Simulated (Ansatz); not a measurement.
CsLiCr2Te2S3 in Ansatz: convergence with k mesh

Input of the first run (k mesh 2 × 2 × 1); the others differ in this setting and in those tied to it:

input.yaml

```yaml
crystal:
  lattice:
    - [3.42162, -5.18069, 0.00784]
    - [3.42162, 5.18069, 0.00784]
    - [-2.90411, 0.0, 7.43093]
  atoms:
    - { symbol: Cs, position: [0.09374, 0.09374, 0.00853] }
    - { symbol: Li, position: [0.58875, 0.58875, 0.55336] }
    - { symbol: Cr, position: [0.05646, 0.46755, 0.5579], spin: 3.0 }
    - { symbol: Cr, position: [0.46755, 0.05646, 0.5579], spin: 3.0 }
    - { symbol: Te, position: [0.56486, 0.87357, 0.29035] }
    - { symbol: Te, position: [0.87357, 0.56486, 0.29035] }
    - { symbol: S, position: [0.81151, 0.39697, 0.73347] }
    - { symbol: S, position: [0.39697, 0.81151, 0.73347] }
    - { symbol: S, position: [0.21404, 0.21404, 0.48371] }
hamiltonian:
  xc: pbe
  pseudopotentials: { kind: paw }
magnetization:
  spin_polarized: true
kpoints:
  mp_grid: { grid: [2, 2, 1] }
scf:
  occupations: { method: fermi_dirac, width: 0.05 }
output:
  forces: true
  stress: true
  eigenvalues: true
```

Potentials or basis: Ansatz PAW.

Command:

```console
$ ansatz run input.yaml --threads 8 --pin off --max-ram 20480MiB --backend cpu --events-out ev --progress --plain --runs-dir out
```

The cell was built by a generator and needn't be a form met in nature.

Hardware: 8 threads of Intel(R) Xeon(R) Platinum 8488C (Sapphire Rapids), with other jobs on the host.

```csv
k mesh,"energy less the tightest run, at zero smearing (meV/atom)",pressure (GPa),largest force (eV/Å),absolute moment (μB),SCF cycles,CPU time (s),peak memory (GiB)
2 × 2 × 1,11.92,0.24,0.172,5.92,17,12,0.84
2 × 2 × 2,-0.04,0.14,0.158,5.93,17,17,1
3 × 3 × 2,0.12,0.00,0.040,5.75,17,32,1.1
4 × 4 × 3,0.24,-0.01,0.037,5.78,17,60,1.3
5 × 5 × 4,-0.11,0.00,0.016,5.76,17,120,1.5
6 × 6 × 4,-0.01,-0.01,0.006,5.76,17,170,1.6
7 × 7 × 5,0.08,0.00,0.009,5.76,17,270,2
8 × 8 × 6,0.00,0.00,0.008,5.76,17,410,2.6
```

Against the tightest run, the energy stays within 1 meV/atom from 2 × 2 × 2 on; the pressure stays within 0.1 GPa from 3 × 3 × 2 on; the largest force stays within 0.005 eV/Å from 6 × 6 × 4 on; the absolute moment stays within 0.02 μB from 3 × 3 × 2 on. Meshes of other sizes hit other points, so gaps and Fermi surfaces needn't settle smoothly. The tightest run that finished is the yardstick and may itself not be fully converged.

Caveat, for the tightest run too: only a ferromagnetic start was run, and an antiferromagnetic order may lie lower in energy. Spin-orbit coupling is left out, which matters for the levels of Cs, Te.
